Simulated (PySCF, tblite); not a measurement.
# C5H9GaO: geometry, infrared bands and NMR shifts

What infrared bands and NMR shifts should C5H9GaO (`CC#[C][GaH][O]CC`) show?

Programs: tblite 0.8.0 and PySCF 2.14.0, with density-fitted response routines of our own. Each step states its level of theory. These are calculated values for one molecule in the gas phase, unless marked as measured. Atoms are numbered from 0 throughout.

## 1. The starting structure

16 atoms, charge 0, multiplicity 1; geometry from: force field or distance geometry start.

Bonds of the start (Å): C0–C1 1.48, C1–C2 1.22, C2–Ga3 2.15, Ga3–O4 1.96, O4–C5 1.40, C5–C6 1.52, C0–H7 1.13, C0–H8 1.12, C0–H9 1.10, Ga3–H10 1.65, C5–H11 1.12, C5–H12 1.10, C6–H13 1.10, C6–H14 1.11, C6–H15 1.11.

## 2. Optimising the geometry with GFN2-xTB

What the job is given:

```
{"job": {"kind": "relax", "xc": "GFN2-xTB", "basis": "xTB"}, "charge": 0, "multiplicity": 1}
C      2.689100     2.490300     0.367200
C      2.075700     1.220400    -0.087500
C      1.580100     0.164600    -0.455900
Ga     0.675800    -1.649000    -1.170900
O     -1.278600    -1.653900    -1.115700
C     -1.332600    -1.156500     0.196200
C     -2.772200    -0.985000     0.663100
H      1.882600     3.051400     0.919400
H      3.030600     3.042200    -0.544700
H      3.566200     2.287900     1.007800
H      0.907800    -1.900000    -2.785000
H     -0.884800    -0.133800     0.239800
H     -0.808200    -1.887500     0.831600
H     -2.827700    -0.818800     1.752100
H     -3.221100    -0.126900     0.118000
H     -3.290100    -1.936400     0.412100
```

Command:

```sh
$ OMP_NUM_THREADS=1 python probes_run.py task.json out
```

This one command runs all jobs of the session in turn.

**Question.** This job is followed by: GFN2-xTB harmonic vibrations, gas phase; GIAO PBE0/pcSseg-1 NMR shielding, non-relativistic, gas phase. Predict these results of the whole session: strongest single infrared mode (GFN2-xTB); zero-point energy (GFN2-xTB); ¹³C shifts against TMS (PBE0/pcSseg-1); ¹H shifts against TMS (PBE0/pcSseg-1, means over atoms taken as alike); ¹⁷O shifts against H2O (PBE0/pcSseg-1); shieldings of Ga (PBE0/pcSseg-1).

The runs gave:

```
                                                              quantity                             value
                             strongest single infrared mode (GFN2-xTB)             1778 cm⁻¹, 385 km/mol
                                          zero-point energy (GFN2-xTB)                     74.9 kcal/mol
                                ¹³C shifts against TMS (PBE0/pcSseg-1)  109.3, 91.5, 69.5, 24.8, 5.8 ppm
¹H shifts against TMS (PBE0/pcSseg-1, means over atoms taken as alike)        4.89, 4.63, 2.04, 1.32 ppm
                                ¹⁷O shifts against H2O (PBE0/pcSseg-1)                         120.0 ppm
                                      shieldings of Ga (PBE0/pcSseg-1)                    Ga3 1465.7 ppm
```

In words: Relaxing lowered the energy by 1.595 eV in 119 steps; the close pair that moved most is Ga3–O4, from 1.955 to 1.707 Å. The lowest mode is slightly imaginary (9i cm⁻¹), a soft motion within the noise of the Hessian, so the minimum is not strictly shown. The strongest single mode, at 1778 cm⁻¹, moves mainly H10. GFN2-xTB is a fitted tight-binding method: band positions and strengths are rough. Its intensities can rank the bands wrongly. At PBE0/pcSseg-1: The largest span, 347 ppm, is at Ga3, where the paramagnetic term is -1176 ppm. Spin-orbit coupling is left out, which matters for shieldings and couplings at and beside the heavy atoms.
